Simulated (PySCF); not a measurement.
**A gas-phase reaction: H4O2Si + Br2 → BrH3O2Si + BrH**

Aim: the reaction energy of `O[SiH2]O` + `BrBr` → `O[SiH](O)Br` + `Br`.

Computed with PySCF 2.14.0; each step states its level. No surroundings beyond the atoms listed, unless a continuum is named. Atoms count from 0, parts from 1.

## Step 1: The system as given

Each species was relaxed by itself at PBE0-D3(BJ)/def2-SVPD.

## Step 2: Energies of the species: wB97M-D3(BJ)/def2-TZVPD

The job: settings as JSON, then the geometry in Å.

```
{"job": {"kind": "react", "xc": "wB97M-D3(BJ)", "basis": "def2-TZVPD"}, "charge": 0, "multiplicity": 1}
-1 H4O2Si charge 0 multiplicity 1
O      0.357000    -1.372290     0.716860
Si    -0.388730    -0.035920     0.070730
O      0.592550     0.590250    -1.129880
H      1.234140    -1.266250     1.092100
H     -0.613500     1.030720     1.092990
H     -1.672770    -0.543460    -0.473760
H      0.526720     1.526720    -1.327410

-1 Br2 charge 0 multiplicity 1
Br     1.150530    -0.013220     0.002150
Br    -1.150790     0.004460     0.003870

+1 BrH3O2Si charge 0 multiplicity 1
O      0.176970    -1.245210    -0.515120
Si    -0.339920     0.177690     0.158090
O      0.113620     1.435870    -0.802390
Br     0.568910     0.315500     2.197420
H      0.391080    -1.973720     0.073070
H     -1.805080     0.272530     0.296540
H      1.039700     1.528420    -1.041790

+1 BrH charge 0 multiplicity 1
Br     0.715000    -0.007230    -0.001320
H     -0.708640     0.010800     0.000400
```

With the program's defaults for keys left out, this is: wB97M-D3(BJ)/def2-TZVPD reaction energy of separated species, gas phase.

Command:

```bash
$ OMP_NUM_THREADS=1 python cluster_run.py task.json out
```

This one command runs all jobs of the session in turn.

Standard output:

```text
species 1 (H4O2Si)
coarse grid: 26664 points
cycle   1  E = -442.4400499044  dE =  1.430e-01  |g| = 8.960e-01  |ddm| = 1.860e+00
cycle   2  E = -442.4088548285  dE =  3.120e-02  |g| = 1.039e+00  |ddm| = 9.827e-01
cycle   3  E = -442.5865643101  dE = -1.777e-01  |g| = 3.823e-02  |ddm| = 4.987e-01
cycle   4  E = -442.5869245139  dE = -3.602e-04  |g| = 1.039e-02  |ddm| = 4.855e-02
cycle   5  E = -442.5869529905  dE = -2.848e-05  |g| = 3.890e-03  |ddm| = 1.427e-02
cycle   6  E = -442.5869554838  dE = -2.493e-06  |g| = 1.942e-03  |ddm| = 3.717e-03
final grid: 55832 points
cycle   7  E = -442.5869046599  dE =  7.109e-09  |g| = 2.221e-03  |ddm| = 2.421e-03
cycle   8  E = -442.5869043528  dE =  3.072e-07  |g| = 2.643e-03  |ddm| = 2.101e-03
cycle   9  E = -442.5869054510  dE = -1.098e-06  |g| = 3.636e-05  |ddm| = 1.115e-03
cycle  10  E = -442.5869054523  dE = -1.292e-09  |g| = 1.150e-05  |ddm| = 9.007e-05
cycle  11  E = -442.5869054523  dE = -5.082e-11  |g| = 5.098e-06  |ddm| = 1.317e-05
converged SCF energy = -442.5869054523

species 2 (Br2)
coarse grid: 14664 points
cycle   1  E = -5148.2886923025  dE = -2.032e+00  |g| = 4.158e-01  |ddm| = 1.565e+00
cycle   2  E = -5148.3001174995  dE = -1.143e-02  |g| = 2.962e-01  |ddm| = 3.425e-01
cycle   3  E = -5148.3083613672  dE = -8.244e-03  |g| = 9.005e-03  |ddm| = 1.528e-01
cycle   4  E = -5148.3084059219  dE = -4.455e-05  |g| = 2.023e-03  |ddm| = 1.256e-02
cycle   5  E = -5148.3084094945  dE = -3.573e-06  |g| = 6.167e-04  |ddm| = 4.103e-03
final grid: 26152 points
cycle   6  E = -5148.3084026133  dE = -1.104e-07  |g| = 3.660e-04  |ddm| = 8.871e-04
cycle   7  E = -5148.3084026370  dE = -2.364e-08  |g| = 2.411e-04  |ddm| = 4.759e-04
cycle   8  E = -5148.3084026511  dE = -1.417e-08  |g| = 2.159e-05  |ddm| = 1.721e-04
cycle   9  E = -5148.3084026514  dE = -2.346e-10  |g| = 1.096e-05  |ddm| = 2.977e-05
converged SCF energy = -5148.3084026514

species 3 (BrH3O2Si)
coarse grid: 31520 points
cycle   1  E = -3016.0574861504  dE = -6.658e-01  |g| = 9.246e-01  |ddm| = 2.118e+00
cycle   2  E = -3016.0379112559  dE =  1.957e-02  |g| = 1.029e+00  |ddm| = 1.094e+00
cycle   3  E = -3016.2105893461  dE = -1.727e-01  |g| = 5.978e-02  |ddm| = 5.627e-01
cycle   4  E = -3016.2113095523  dE = -7.202e-04  |g| = 1.761e-02  |ddm| = 6.542e-02
cycle   5  E = -3016.2113927519  dE = -8.320e-05  |g| = 6.224e-03  |ddm| = 2.069e-02
cycle   6  E = -3016.2114022846  dE = -9.533e-06  |g| = 1.752e-03  |ddm| = 7.613e-03
final grid: 63536 points
cycle   7  E = -3016.2113697474  dE = -4.947e-07  |g| = 1.686e-03  |ddm| = 3.736e-03
cycle   8  E = -3016.2113696901  dE =  5.736e-08  |g| = 1.865e-03  |ddm| = 1.818e-03
cycle   9  E = -3016.2113702122  dE = -5.221e-07  |g| = 1.339e-04  |ddm| = 8.826e-04
cycle  10  E = -3016.2113702172  dE = -5.018e-09  |g| = 5.118e-05  |ddm| = 1.414e-04
cycle  11  E = -3016.2113702189  dE = -1.736e-09  |g| = 4.382e-06  |ddm| = 1.345e-04
cycle  12  E = -3016.2113702189  dE = -1.000e-11  |g| = 2.102e-06  |ddm| = 1.190e-05
converged SCF energy = -3016.2113702189

species 4 (BrH)
coarse grid: 9808 points
cycle   1  E = -2574.7444815815  dE = -1.115e+00  |g| = 2.814e-01  |ddm| = 9.887e-01
cycle   2  E = -2574.7574487614  dE = -1.297e-02  |g| = 1.487e-01  |ddm| = 2.655e-01
cycle   3  E = -2574.7608845967  dE = -3.436e-03  |g| = 8.657e-03  |ddm| = 8.708e-02
cycle   4  E = -2574.7609219619  dE = -3.737e-05  |g| = 2.523e-03  |ddm| = 1.268e-02
cycle   5  E = -2574.7609263925  dE = -4.431e-06  |g| = 6.497e-04  |ddm| = 4.934e-03
final grid: 18448 points
cycle   6  E = -2574.7609110557  dE = -1.922e-07  |g| = 3.884e-04  |ddm| = 9.240e-04
cycle   7  E = -2574.7609110833  dE = -2.761e-08  |g| = 2.729e-04  |ddm| = 3.936e-04
cycle   8  E = -2574.7609110904  dE = -7.092e-09  |g| = 3.378e-05  |ddm| = 1.359e-04
cycle   9  E = -2574.7609110914  dE = -1.008e-09  |g| = 1.120e-05  |ddm| = 6.291e-05
cycle  10  E = -2574.7609110915  dE = -6.503e-11  |g| = 1.704e-06  |ddm| = 1.293e-05
converged SCF energy = -2574.7609110915

Reaction energy = -48.914 kcal/mol
```

It took 51 s on 1 thread of Arm Neoverse N1, shared host; peak memory 0.75 GiB.

Species by species (with the dispersion term, which the log's SCF energies lack):

```
 ν      species  energy (Eh)  HOMO (eV)
-1     O[SiH2]O   -442.59204     -11.07
-1         BrBr  -5148.30959     -10.44
+1  O[SiH](O)Br  -3016.21810     -10.97
+1           Br  -2574.76148     -11.15
```

## Step 3: Reaction energy: PBE0-D3(BJ)/def2-TZVPD

Same as in step 2 but for these lines:

```diff
@@ -1,2 +1,2 @@
-{"job": {"kind": "react", "xc": "wB97M-D3(BJ)", "basis": "def2-TZVPD"}, "charge": 0, "multiplicity": 1}
+{"job": {"kind": "react", "xc": "PBE0", "basis": "def2-TZVPD", "disp": "d3bj"}, "charge": 0, "multiplicity": 1}
 -1 H4O2Si charge 0 multiplicity 1
```

Method: PBE0-D3(BJ)/def2-TZVPD reaction energy of separated species, gas phase.

Standard output:

```text
species 1 (H4O2Si)
coarse grid: 6280 points
cycle   1  E = -442.0682672616  dE =  2.171e-01  |g| = 9.682e-01  |ddm| = 1.922e+00
cycle   2  E = -441.7584970187  dE =  3.098e-01  |g| = 1.605e+00  |ddm| = 1.320e+00
cycle   3  E = -442.2312691794  dE = -4.728e-01  |g| = 6.263e-02  |ddm| = 8.604e-01
cycle   4  E = -442.2320928466  dE = -8.237e-04  |g| = 1.696e-02  |ddm| = 5.075e-02
cycle   5  E = -442.2321277931  dE = -3.495e-05  |g| = 1.060e-02  |ddm| = 1.420e-02
cycle   6  E = -442.2321468478  dE = -1.905e-05  |g| = 1.321e-03  |ddm| = 5.449e-03
cycle   7  E = -442.2321471745  dE = -3.267e-07  |g| = 2.951e-04  |ddm| = 1.091e-03
final grid: 55832 points
cycle   8  E = -442.2309048724  dE = -2.190e-05  |g| = 4.983e-03  |ddm| = 2.441e-02
cycle   9  E = -442.2308995305  dE =  5.342e-06  |g| = 7.385e-03  |ddm| = 5.934e-03
cycle  10  E = -442.2309086844  dE = -9.154e-06  |g| = 3.313e-04  |ddm| = 3.664e-03
cycle  11  E = -442.2309087020  dE = -1.758e-08  |g| = 5.380e-05  |ddm| = 1.925e-04
cycle  12  E = -442.2309087023  dE = -2.782e-10  |g| = 3.412e-05  |ddm| = 4.152e-05
cycle  13  E = -442.2309087025  dE = -1.927e-10  |g| = 7.639e-06  |ddm| = 1.977e-05
converged SCF energy = -442.2309087025

species 2 (Br2)
coarse grid: 14664 points
cycle   1  E = -5147.6955176970  dE = -1.992e+00  |g| = 4.158e-01  |ddm| = 1.609e+00
cycle   2  E = -5147.7001487992  dE = -4.631e-03  |g| = 3.188e-01  |ddm| = 3.040e-01
cycle   3  E = -5147.7078031654  dE = -7.654e-03  |g| = 2.250e-02  |ddm| = 1.633e-01
cycle   4  E = -5147.7079142437  dE = -1.111e-04  |g| = 7.934e-03  |ddm| = 2.329e-02
cycle   5  E = -5147.7079305311  dE = -1.629e-05  |g| = 5.812e-04  |ddm| = 6.034e-03
cycle   6  E = -5147.7079305899  dE = -5.877e-08  |g| = 9.434e-05  |ddm| = 7.038e-04
final grid: 26152 points
cycle   7  E = -5147.7079424859  dE = -3.400e-09  |g| = 8.877e-05  |ddm| = 2.098e-04
cycle   8  E = -5147.7079424862  dE = -2.838e-10  |g| = 7.653e-05  |ddm| = 1.001e-04
cycle   9  E = -5147.7079424866  dE = -4.056e-10  |g| = 2.364e-06  |ddm| = 3.914e-05
converged SCF energy = -5147.7079424866

species 3 (BrH3O2Si)
coarse grid: 31520 points
cycle   1  E = -3015.3906842695  dE = -6.186e-01  |g| = 9.980e-01  |ddm| = 2.206e+00
cycle   2  E = -3015.0981140907  dE =  2.926e-01  |g| = 1.590e+00  |ddm| = 1.463e+00
cycle   3  E = -3015.5538157998  dE = -4.557e-01  |g| = 1.019e-01  |ddm| = 9.900e-01
cycle   4  E = -3015.5559152860  dE = -2.099e-03  |g| = 2.745e-02  |ddm| = 1.012e-01
cycle   5  E = -3015.5560753417  dE = -1.601e-04  |g| = 1.585e-02  |ddm| = 3.574e-02
cycle   6  E = -3015.5561201928  dE = -4.485e-05  |g| = 2.565e-03  |ddm| = 1.135e-02
cycle   7  E = -3015.5561211070  dE = -9.141e-07  |g| = 1.185e-03  |ddm| = 1.923e-03
final grid: 63536 points
cycle   8  E = -3015.5561088164  dE =  2.824e-07  |g| = 1.837e-03  |ddm| = 3.879e-03
cycle   9  E = -3015.5561078893  dE =  9.271e-07  |g| = 2.957e-03  |ddm| = 2.592e-03
cycle  10  E = -3015.5561094108  dE = -1.522e-06  |g| = 1.430e-04  |ddm| = 1.569e-03
cycle  11  E = -3015.5561094149  dE = -4.081e-09  |g| = 8.251e-06  |ddm| = 1.062e-04
cycle  12  E = -3015.5561094149  dE = -1.637e-11  |g| = 5.670e-06  |ddm| = 9.831e-06
converged SCF energy = -3015.5561094149

species 4 (BrH)
coarse grid: 9808 points
cycle   1  E = -2574.4494534103  dE = -1.081e+00  |g| = 2.724e-01  |ddm| = 1.042e+00
cycle   2  E = -2574.4540916870  dE = -4.638e-03  |g| = 1.699e-01  |ddm| = 2.601e-01
cycle   3  E = -2574.4588661766  dE = -4.774e-03  |g| = 3.007e-02  |ddm| = 1.194e-01
cycle   4  E = -2574.4590976715  dE = -2.315e-04  |g| = 4.156e-03  |ddm| = 2.212e-02
cycle   5  E = -2574.4591016740  dE = -4.003e-06  |g| = 1.311e-03  |ddm| = 4.270e-03
final grid: 18448 points
cycle   6  E = -2574.4591027826  dE = -7.035e-08  |g| = 1.375e-03  |ddm| = 2.024e-03
cycle   7  E = -2574.4591027969  dE = -1.433e-08  |g| = 1.399e-03  |ddm| = 1.791e-03
cycle   8  E = -2574.4591030178  dE = -2.209e-07  |g| = 5.149e-05  |ddm| = 8.398e-04
cycle   9  E = -2574.4591030185  dE = -6.776e-10  |g| = 1.026e-05  |ddm| = 4.413e-05
converged SCF energy = -2574.4591030185

Reaction energy = -48.529 kcal/mol
```

It took 28 s on 1 thread of Arm Neoverse N1, shared host; peak memory 0.65 GiB.

Reaction energy at this level: -48.53 kcal/mol.

## Step 4: Side by side

Energies in kcal/mol, with wall time:

```
                    run  reaction  time
wB97M-D3(BJ)/def2-TZVPD    -48.91  51 s
 PBE0-D3(BJ)/def2-TZVPD    -48.53  28 s
```

## Step 5: Outcome

| quantity | value |
| --- | --- |
| reaction energy (wB97M-D3(BJ)/def2-TZVPD) | -48.91 kcal/mol |
| ΔH, ΔG at 298 K (xTB thermal terms) | -49.4, -48.9 kcal/mol |
| range of the reaction energy over the runs of this table | -48.91 to -48.53 kcal/mol |

The reaction is exothermic by 49.4 kcal/mol in the gas phase; dispersion gives -0.61, and xTB itself gave -24.55 for the electronic energy (xTB energies and thermal terms come from the earlier relaxation of each species, not shown). No barrier was sought. xTB and this level differ widely in the electronic energy, so what comes from xTB (the thermal terms above all) is less safe here. The reaction energy runs from -48.91 (wB97M-D3(BJ)/def2-TZVPD) to -48.53 kcal/mol (PBE0-D3(BJ)/def2-TZVPD).
